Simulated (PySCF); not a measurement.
# C2H9NSeSi: core binding energies at several levels of theory, part 2 of 3

PySCF 2.14.0. Atoms count from 0. The steps go on from the part before.

**5. Core-electron binding energies: PBE, X2C**

What the job is given:

```
{"job": {"kind": "xps", "xc": "PBE"}, "charge": 0, "multiplicity": 1}
C     -2.203271    -0.298878     0.345946
C     -1.491464    -0.125919    -0.979079
Se     0.196940    -1.126178    -1.116612
Si     1.457730     0.221360     0.226587
N      3.081370     0.199934    -0.325946
H     -2.397085    -1.360622     0.559379
H     -1.606781     0.104118     1.179238
H     -3.168835     0.233699     0.338349
H     -1.269698     0.930850    -1.189983
H     -2.098281    -0.506774    -1.813980
H      1.525468    -0.213868     1.654483
H      0.760713     1.550233     0.171084
H      3.353119     0.384396    -1.282656
H      3.862094     0.002684     0.285077
```

With the program's defaults for keys left out, this is: delta-SCF UKS PBE, pcX-2 on the ionised atom, pcseg-1 elsewhere, spin-free X2C.

The program printed:

```text
ground state, core basis on atom 0 (C), 163 functions
  cycle   1  E = -2849.05935572  |g| = 5.80e-01
  cycle   2  E = -2848.89769411  |g| = 9.97e-01
  cycle   3  E = -2849.14055220  |g| = 1.19e-01
  cycle   4  E = -2849.14423847  |g| = 4.27e-02
  cycle   5  E = -2849.14467449  |g| = 1.02e-02
  cycle   6  E = -2849.14470359  |g| = 4.34e-03
  cycle   7  E = -2849.14470991  |g| = 1.27e-03
  cycle   8  E = -2849.14471137  |g| = 3.27e-04
  E(ground) = -2849.14696267 Eh
hole in C 1s of atom 0
  cycle   1  E = -2837.94009747  |g| = 1.52e+00
  cycle   2  E = -2833.94310980  |g| = 2.79e+00
  cycle   3  E = -2838.04357769  |g| = 8.82e-01
  cycle   4  E = -2838.38644802  |g| = 4.82e-01
  cycle   5  E = -2838.48602202  |g| = 1.29e-01
  cycle   6  E = -2838.49366290  |g| = 4.03e-02
  cycle   7  E = -2838.49465964  |g| = 6.51e-03
  cycle   8  E = -2838.49467487  |g| = 3.36e-03
  cycle   9  E = -2838.49468145  |g| = 1.38e-03
  cycle  10  E = -2838.49468110  |g| = 2.50e-04
  E(ion) = -2838.49691609 Eh   <S^2> = 0.7606   hole on atom = 1.000   binding energy = 289.803 eV
ground state, core basis on atom 1 (C), 163 functions
  cycle   1  E = -2849.14656691  |g| = 7.26e-02
  cycle   2  E = -2849.14640849  |g| = 2.97e-02
  cycle   3  E = -2849.14613019  |g| = 4.35e-02
  cycle   4  E = -2849.14663829  |g| = 3.78e-03
  cycle   5  E = -2849.14664373  |g| = 6.48e-04
  cycle   6  E = -2849.14664386  |g| = 2.02e-04
  E(ground) = -2849.14876596 Eh
hole in C 1s of atom 1
  cycle   1  E = -2837.91022442  |g| = 1.53e+00
  cycle   2  E = -2835.02575714  |g| = 2.61e+00
  cycle   3  E = -2837.99018669  |g| = 9.39e-01
  cycle   4  E = -2838.41266931  |g| = 4.03e-01
  cycle   5  E = -2838.47770099  |g| = 1.51e-01
  cycle   6  E = -2838.48752160  |g| = 3.81e-02
  cycle   7  E = -2838.48837128  |g| = 8.84e-03
  cycle   8  E = -2838.48842099  |g| = 2.79e-03
  cycle   9  E = -2838.48842552  |g| = 7.83e-04
  cycle  10  E = -2838.48842794  |g| = 3.27e-04
  E(ion) = -2838.49046489 Eh   <S^2> = 0.7644   hole on atom = 1.000   binding energy = 290.027 eV
ground state, core basis on atom 3 (Si), 174 functions
  cycle   1  E = -2849.21545186  |g| = 2.69e-01
  cycle   2  E = -2849.21511111  |g| = 6.27e-02
  cycle   3  E = -2849.21405236  |g| = 8.02e-02
  cycle   4  E = -2849.21575568  |g| = 1.83e-02
  cycle   5  E = -2849.21584349  |g| = 3.63e-03
  cycle   6  E = -2849.21584508  |g| = 5.30e-04
  cycle   7  E = -2849.21584611  |g| = 1.61e-04
  E(ground) = -2849.21876865 Eh
hole in Si 1s of atom 3
  cycle   1  E = -2780.37716080  |g| = 4.42e+00
  cycle   2  E = -2779.19268404  |g| = 2.72e+00
  cycle   3  E = -2777.89718762  |g| = 1.82e+00
  cycle   4  E = -2780.19469718  |g| = 1.41e+00
  cycle   5  E = -2781.42731398  |g| = 2.45e-01
  cycle   6  E = -2781.45310480  |g| = 1.85e-01
  cycle   7  E = -2781.46869563  |g| = 5.48e-02
  cycle   8  E = -2781.46997775  |g| = 2.70e-02
  cycle   9  E = -2781.47042734  |g| = 8.51e-03
  cycle  10  E = -2781.47046958  |g| = 2.41e-03
  cycle  11  E = -2781.47047227  |g| = 3.74e-04
  E(ion) = -2781.47340643 Eh   <S^2> = 0.7515   hole on atom = 1.000   binding energy = 1843.445 eV
hole in Si 2p of atom 3
  cycle   1  E = -2844.96603338  |g| = 1.24e+00
  cycle   2  E = -2844.02020752  |g| = 1.66e+00
  cycle   3  E = -2845.09071978  |g| = 5.26e-01
  cycle   4  E = -2845.28416466  |g| = 1.77e-01
  cycle   5  E = -2845.30174658  |g| = 8.35e-02
  cycle   6  E = -2845.30490744  |g| = 3.47e-02
  cycle   7  E = -2845.30548569  |g| = 6.40e-03
  cycle   8  E = -2845.30550801  |g| = 2.14e-03
  cycle   9  E = -2845.30551110  |g| = 6.31e-04
  cycle  10  E = -2845.30551163  |g| = 2.16e-04
  E(ion) = -2845.30851141 Eh   <S^2> = 0.7522   hole on atom = 1.002   binding energy = 106.404 eV
  2p3/2 = 106.159 eV   2p1/2 = 106.785 eV
ground state, core basis on atom 4 (N), 163 functions
  cycle   1  E = -2849.15894704  |g| = 9.16e-02
  cycle   2  E = -2849.15877850  |g| = 3.16e-02
  cycle   3  E = -2849.15846035  |g| = 4.73e-02
  cycle   4  E = -2849.15905785  |g| = 5.90e-03
  cycle   5  E = -2849.15906719  |g| = 9.96e-04
  cycle   6  E = -2849.15906860  |g| = 2.94e-04
  E(ground) = -2849.16108907 Eh
hole in N 1s of atom 4
  cycle   1  E = -2833.62178898  |g| = 1.88e+00
  cycle   2  E = -2829.39277239  |g| = 3.03e+00
  cycle   3  E = -2833.94930598  |g| = 7.11e-01
  cycle   4  E = -2834.12427209  |g| = 5.42e-01
  cycle   5  E = -2834.30229150  |g| = 1.75e-01
  cycle   6  E = -2834.31964712  |g| = 5.76e-02
  cycle   7  E = -2834.32176490  |g| = 1.98e-02
  cycle   8  E = -2834.32195467  |g| = 8.98e-03
  cycle   9  E = -2834.32200898  |g| = 1.61e-03
  cycle  10  E = -2834.32200960  |g| = 5.78e-04
  cycle  11  E = -2834.32201012  |g| = 1.90e-04
  E(ion) = -2834.32429372 Eh   <S^2> = 0.7583   hole on atom = 1.000   binding energy = 403.730 eV
```

Wall time 22 s (1 thread of Intel Xeon Platinum 8488C, shared host); peak memory 0.68 GiB.

The holes in one table. −ε is the ground-state orbital energy:

| hole | stands for | environment | ΔSCF (eV; 2p as the shell's mean) | −ε (eV) | ⟨S²⟩ |
| --- | --- | --- | --- | --- | --- |
| C1s on C0 | C0 | methyl carbon | 289.80 | 269.0 | 0.761 |
| C1s on C1 | C1 | sp3 CH2 bonded to Se | 290.03 | 269.9 | 0.764 |
| Si1s on Si3 | Si3 | silicon bonded to N, Se, 2 H | 1843.45 | 1783.9 | 0.751 |
| Si2p on Si3 | Si3 | silicon bonded to N, Se, 2 H | 106.37 | 94.4 | 0.752 |
| N1s on N4 | N4 | nitrogen bonded to Si, 2 H | 403.73 | 380.4 | 0.758 |

With the spin-orbit splitting: Si3 2p3/2 106.16, 2p1/2 106.78 eV. The table gives each 2p level as the mean over the whole 2p shell (two parts 2p3/2, one part 2p1/2), which differs a little from the single hole in the log.

**6. X-ray photoelectron lines: HF, X2C**

Settings changed since step 5:

```diff
@@ -1,2 +1,2 @@
-{"job": {"kind": "xps", "xc": "PBE"}, "charge": 0, "multiplicity": 1}
+{"job": {"kind": "xps", "xc": "HF"}, "charge": 0, "multiplicity": 1}
 C     -2.203271    -0.298878     0.345946
```

With the program's defaults for keys left out, this is: delta-SCF UKS HF, pcX-2 on the ionised atom, pcseg-1 elsewhere, spin-free X2C.

The program printed:

```text
ground state, core basis on atom 0 (C), 163 functions
  cycle   1  E = -2846.48721384  |g| = 4.25e-01
  cycle   2  E = -2846.54670383  |g| = 1.88e-01
  cycle   3  E = -2846.55660642  |g| = 5.54e-02
  cycle   4  E = -2846.55784214  |g| = 1.04e-02
  cycle   5  E = -2846.55788938  |g| = 3.06e-03
  cycle   6  E = -2846.55789603  |g| = 1.01e-03
  cycle   7  E = -2846.55789698  |g| = 3.29e-04
  E(ground) = -2846.55789698 Eh
hole in C 1s of atom 0
  cycle   1  E = -2835.32620146  |g| = 1.49e+00
  cycle   2  E = -2835.68541750  |g| = 7.52e-01
  cycle   3  E = -2835.87289375  |g| = 1.03e-01
  cycle   4  E = -2835.87753769  |g| = 2.19e-02
  cycle   5  E = -2835.87811891  |g| = 1.43e-02
  cycle   6  E = -2835.87850561  |g| = 7.74e-03
  cycle   7  E = -2835.87864918  |g| = 2.49e-03
  cycle   8  E = -2835.87866174  |g| = 8.22e-04
  cycle   9  E = -2835.87866305  |g| = 3.55e-04
  E(ion) = -2835.87866305 Eh   <S^2> = 0.7864   hole on atom = 1.000   binding energy = 290.597 eV
ground state, core basis on atom 1 (C), 163 functions
  cycle   1  E = -2846.56169909  |g| = 2.79e-02
  cycle   2  E = -2846.56179747  |g| = 5.04e-03
  cycle   3  E = -2846.56180389  |g| = 2.36e-03
  cycle   4  E = -2846.56180545  |g| = 3.98e-04
  E(ground) = -2846.56180545 Eh
hole in C 1s of atom 1
  cycle   1  E = -2835.29524005  |g| = 1.50e+00
  cycle   2  E = -2835.57402179  |g| = 9.19e-01
  cycle   3  E = -2835.86705115  |g| = 1.31e-01
  cycle   4  E = -2835.87559816  |g| = 2.78e-02
  cycle   5  E = -2835.87655582  |g| = 1.71e-02
  cycle   6  E = -2835.87723017  |g| = 1.07e-02
  cycle   7  E = -2835.87757802  |g| = 5.48e-03
  cycle   8  E = -2835.87768495  |g| = 2.36e-03
  cycle   9  E = -2835.87770614  |g| = 1.04e-03
  cycle  10  E = -2835.87771038  |g| = 4.90e-04
  E(ion) = -2835.87771038 Eh   <S^2> = 0.8157   hole on atom = 1.000   binding energy = 290.729 eV
ground state, core basis on atom 3 (Si), 174 functions
  cycle   1  E = -2846.63108605  |g| = 7.67e-02
  cycle   2  E = -2846.63142456  |g| = 1.15e-02
  cycle   3  E = -2846.63145104  |g| = 5.29e-03
  cycle   4  E = -2846.63145892  |g| = 9.95e-04
  cycle   5  E = -2846.63145943  |g| = 2.92e-04
  E(ground) = -2846.63145943 Eh
hole in Si 1s of atom 3
  cycle   1  E = -2777.66449206  |g| = 4.32e+00
  cycle   2  E = -2778.57282710  |g| = 1.05e+00
  cycle   3  E = -2778.70969199  |g| = 1.45e-01
  cycle   4  E = -2778.71917934  |g| = 4.20e-02
  cycle   5  E = -2778.72026249  |g| = 7.60e-03
  cycle   6  E = -2778.72035923  |g| = 3.69e-03
  cycle   7  E = -2778.72038505  |g| = 1.88e-03
  cycle   8  E = -2778.72039484  |g| = 8.31e-04
  cycle   9  E = -2778.72039693  |g| = 4.73e-04
  E(ion) = -2778.72039693 Eh   <S^2> = 0.7550   hole on atom = 1.000   binding energy = 1847.954 eV
hole in Si 2p of atom 3
  cycle   1  E = -2842.38126361  |g| = 1.21e+00
  cycle   2  E = -2842.64790222  |g| = 4.56e-01
  cycle   3  E = -2842.70514723  |g| = 5.85e-02
  cycle   4  E = -2842.70721103  |g| = 1.97e-02
  cycle   5  E = -2842.70756372  |g| = 6.86e-03
  cycle   6  E = -2842.70765499  |g| = 3.65e-03
  cycle   7  E = -2842.70768283  |g| = 1.61e-03
  cycle   8  E = -2842.70768906  |g| = 6.59e-04
  cycle   9  E = -2842.70769015  |g| = 2.91e-04
  E(ion) = -2842.70769015 Eh   <S^2> = 0.7591   hole on atom = 1.002   binding energy = 106.771 eV
  2p3/2 = 106.584 eV   2p1/2 = 107.179 eV
ground state, core basis on atom 4 (N), 163 functions
  cycle   1  E = -2846.57230670  |g| = 3.00e-02
  cycle   2  E = -2846.57240009  |g| = 4.91e-03
  cycle   3  E = -2846.57240579  |g| = 2.49e-03
  cycle   4  E = -2846.57240724  |g| = 4.13e-04
  E(ground) = -2846.57240724 Eh
hole in N 1s of atom 4
  cycle   1  E = -2831.02206406  |g| = 1.84e+00
  cycle   2  E = -2831.45540075  |g| = 9.89e-01
  cycle   3  E = -2831.71148417  |g| = 1.02e-01
  cycle   4  E = -2831.71520877  |g| = 2.12e-02
  cycle   5  E = -2831.71568430  |g| = 1.21e-02
  cycle   6  E = -2831.71587609  |g| = 5.41e-03
  cycle   7  E = -2831.71591981  |g| = 1.68e-03
  cycle   8  E = -2831.71592395  |g| = 5.25e-04
  cycle   9  E = -2831.71592430  |g| = 1.79e-04
  E(ion) = -2831.71592430 Eh   <S^2> = 0.7747   hole on atom = 1.000   binding energy = 404.265 eV
```

Run time: 29 s. Hardware: 1 thread of Intel Xeon Platinum 8488C, shared host; peak memory 0.69 GiB.

Binding energies by hole, beside the orbital energy of the ground state; the difference holds orbital relaxation and, for a density functional, its self-interaction error:

| hole | stands for | environment | ΔSCF (eV; 2p as the shell's mean) | −ε (eV) | ⟨S²⟩ |
| --- | --- | --- | --- | --- | --- |
| C1s on C0 | C0 | methyl carbon | 290.60 | 305.6 | 0.786 |
| C1s on C1 | C1 | sp3 CH2 bonded to Se | 290.73 | 306.6 | 0.816 |
| Si1s on Si3 | Si3 | silicon bonded to N, Se, 2 H | 1847.95 | 1876.7 | 0.755 |
| Si2p on Si3 | Si3 | silicon bonded to N, Se, 2 H | 106.78 | 115.7 | 0.759 |
| N1s on N4 | N4 | nitrogen bonded to Si, 2 H | 404.27 | 423.1 | 0.775 |

With the spin-orbit splitting: Si3 2p3/2 106.58, 2p1/2 107.18 eV. The table gives each 2p level as the mean over the whole 2p shell (two parts 2p3/2, one part 2p1/2), which differs a little from the single hole in the log.

**7. Core-electron binding energies: SCAN, X2C**

Settings changed since step 6:

```diff
@@ -1,2 +1,2 @@
-{"job": {"kind": "xps", "xc": "HF"}, "charge": 0, "multiplicity": 1}
+{"job": {"kind": "xps", "basis": "pcX-1"}, "charge": 0, "multiplicity": 1}
 C     -2.203271    -0.298878     0.345946
```

Method: delta-SCF UKS SCAN, pcX-1 on the ionised atom, pcseg-1 elsewhere, spin-free X2C.

The program printed:

```text
ground state, core basis on atom 0 (C), 142 functions
  cycle   1  E = -2849.78060285  |g| = 5.56e-01
  cycle   2  E = -2849.69486287  |g| = 8.05e-01
  cycle   3  E = -2849.85575283  |g| = 8.55e-02
  cycle   4  E = -2849.85763516  |g| = 3.40e-02
  cycle   5  E = -2849.85792490  |g| = 7.85e-03
  cycle   6  E = -2849.85794306  |g| = 3.12e-03
  cycle   7  E = -2849.85794578  |g| = 1.13e-03
  cycle   8  E = -2849.85794614  |g| = 4.53e-04
  E(ground) = -2849.90576323 Eh
hole in C 1s of atom 0
  cycle   1  E = -2838.61869049  |g| = 1.50e+00
  cycle   2  E = -2836.92887731  |g| = 2.14e+00
  cycle   3  E = -2838.94603425  |g| = 6.36e-01
  cycle   4  E = -2839.10550827  |g| = 3.78e-01
  cycle   5  E = -2839.17283050  |g| = 8.82e-02
  cycle   6  E = -2839.17628486  |g| = 2.56e-02
  cycle   7  E = -2839.17669385  |g| = 6.42e-03
  cycle   8  E = -2839.17672581  |g| = 3.82e-03
  cycle   9  E = -2839.17673285  |g| = 2.19e-03
  cycle  10  E = -2839.17673750  |g| = 6.95e-04
  cycle  11  E = -2839.17673936  |g| = 3.53e-04
  E(ion) = -2839.22399025 Eh   <S^2> = 0.7676   hole on atom = 1.000   binding energy = 290.666 eV
ground state, core basis on atom 1 (C), 142 functions
  cycle   1  E = -2849.85746543  |g| = 4.79e-02
  cycle   2  E = -2849.85698753  |g| = 6.36e-02
  cycle   3  E = -2849.85796207  |g| = 7.92e-03
  cycle   4  E = -2849.85797524  |g| = 4.98e-03
  cycle   5  E = -2849.85798552  |g| = 6.40e-04
  cycle   6  E = -2849.85798738  |g| = 1.53e-04
  E(ground) = -2849.90551031 Eh
hole in C 1s of atom 1
  cycle   1  E = -2838.58577876  |g| = 1.51e+00
  cycle   2  E = -2836.27398235  |g| = 2.34e+00
  cycle   3  E = -2838.74272322  |g| = 8.74e-01
  cycle   4  E = -2839.12240316  |g| = 3.18e-01
  cycle   5  E = -2839.16180916  |g| = 1.22e-01
  cycle   6  E = -2839.16847631  |g| = 2.17e-02
  cycle   7  E = -2839.16878455  |g| = 6.14e-03
  cycle   8  E = -2839.16881523  |g| = 2.30e-03
  cycle   9  E = -2839.16882043  |g| = 9.74e-04
  cycle  10  E = -2839.16881844  |g| = 5.64e-04
  cycle  11  E = -2839.16881913  |g| = 2.42e-04
  E(ion) = -2839.21606381 Eh   <S^2> = 0.7730   hole on atom = 1.000   binding energy = 290.875 eV
ground state, core basis on atom 3 (Si), 154 functions
  cycle   1  E = -2849.95470563  |g| = 1.86e-01
  cycle   2  E = -2849.95426213  |g| = 6.29e-02
  cycle   3  E = -2849.95370500  |g| = 7.14e-02
  cycle   4  E = -2849.95513964  |g| = 1.02e-02
  cycle   5  E = -2849.95516266  |g| = 2.64e-03
  cycle   6  E = -2849.95516479  |g| = 3.66e-04
  E(ground) = -2849.96173943 Eh
hole in Si 1s of atom 3
  cycle   1  E = -2781.00972356  |g| = 4.35e+00
  cycle   2  E = -2780.59292176  |g| = 2.30e+00
  cycle   3  E = -2781.20445304  |g| = 1.06e+00
  cycle   4  E = -2781.97778541  |g| = 3.63e-01
  cycle   5  E = -2782.06363253  |g| = 1.10e-01
  cycle   6  E = -2782.06959021  |g| = 5.67e-02
  cycle   7  E = -2782.07121242  |g| = 2.01e-02
  cycle   8  E = -2782.07141999  |g| = 3.70e-03
  cycle   9  E = -2782.07142517  |g| = 1.23e-03
  cycle  10  E = -2782.07142957  |g| = 4.55e-04
  E(ion) = -2782.08681905 Eh   <S^2> = 0.7524   hole on atom = 1.000   binding energy = 1846.971 eV
hole in Si 2p of atom 3
  cycle   1  E = -2845.67074751  |g| = 1.23e+00
  cycle   2  E = -2845.19145773  |g| = 1.32e+00
  cycle   3  E = -2845.84173002  |g| = 4.53e-01
  cycle   4  E = -2845.99015694  |g| = 1.15e-01
  cycle   5  E = -2845.99777742  |g| = 4.83e-02
  cycle   6  E = -2845.99895878  |g| = 1.91e-02
  cycle   7  E = -2845.99913905  |g| = 4.50e-03
  cycle   8  E = -2845.99914948  |g| = 1.34e-03
  cycle   9  E = -2845.99915151  |g| = 5.29e-04
  cycle  10  E = -2845.99915188  |g| = 2.60e-04
  E(ion) = -2846.01709935 Eh   <S^2> = 0.7518   hole on atom = 1.003   binding energy = 107.339 eV
  2p3/2 = 107.162 eV   2p1/2 = 107.785 eV
ground state, core basis on atom 4 (N), 142 functions
  cycle   1  E = -2849.85758583  |g| = 5.38e-02
  cycle   2  E = -2849.85676562  |g| = 7.86e-02
  cycle   3  E = -2849.85824755  |g| = 8.36e-03
  cycle   4  E = -2849.85826159  |g| = 4.05e-03
  cycle   5  E = -2849.85826304  |g| = 1.13e-03
  cycle   6  E = -2849.85826664  |g| = 2.42e-04
  E(ground) = -2849.90392818 Eh
hole in N 1s of atom 4
  cycle   1  E = -2834.29186727  |g| = 1.86e+00
  cycle   2  E = -2832.50152168  |g| = 2.32e+00
  cycle   3  E = -2834.72837268  |g| = 6.56e-01
  cycle   4  E = -2834.91950238  |g| = 3.20e-01
  cycle   5  E = -2834.97866188  |g| = 1.20e-01
  cycle   6  E = -2834.98726286  |g| = 3.11e-02
  cycle   7  E = -2834.98797338  |g| = 7.77e-03
  cycle   8  E = -2834.98800917  |g| = 4.31e-03
  cycle   9  E = -2834.98801817  |g| = 1.39e-03
  cycle  10  E = -2834.98801857  |g| = 3.31e-04
  E(ion) = -2835.03305570 Eh   <S^2> = 0.7640   hole on atom = 1.000   binding energy = 404.657 eV
```

Wall time 27 s (1 thread of Intel Xeon Platinum 8488C, shared host); peak memory 0.5 GiB.

Binding energies by hole, beside the orbital energy of the ground state; the difference holds orbital relaxation and, for a density functional, its self-interaction error:

| hole | stands for | environment | ΔSCF (eV; 2p as the shell's mean) | −ε (eV) | ⟨S²⟩ |
| --- | --- | --- | --- | --- | --- |
| C1s on C0 | C0 | methyl carbon | 290.67 | 273.5 | 0.768 |
| C1s on C1 | C1 | sp3 CH2 bonded to Se | 290.87 | 274.4 | 0.773 |
| Si1s on Si3 | Si3 | silicon bonded to N, Se, 2 H | 1846.97 | 1793.9 | 0.752 |
| Si2p on Si3 | Si3 | silicon bonded to N, Se, 2 H | 107.37 | 96.7 | 0.752 |
| N1s on N4 | N4 | nitrogen bonded to Si, 2 H | 404.66 | 385.4 | 0.764 |

With the spin-orbit splitting: Si3 2p3/2 107.16, 2p1/2 107.78 eV. The table gives each 2p level as the mean over the whole 2p shell (two parts 2p3/2, one part 2p1/2), which differs a little from the single hole in the log.

(Continued in part 3 of 3.)
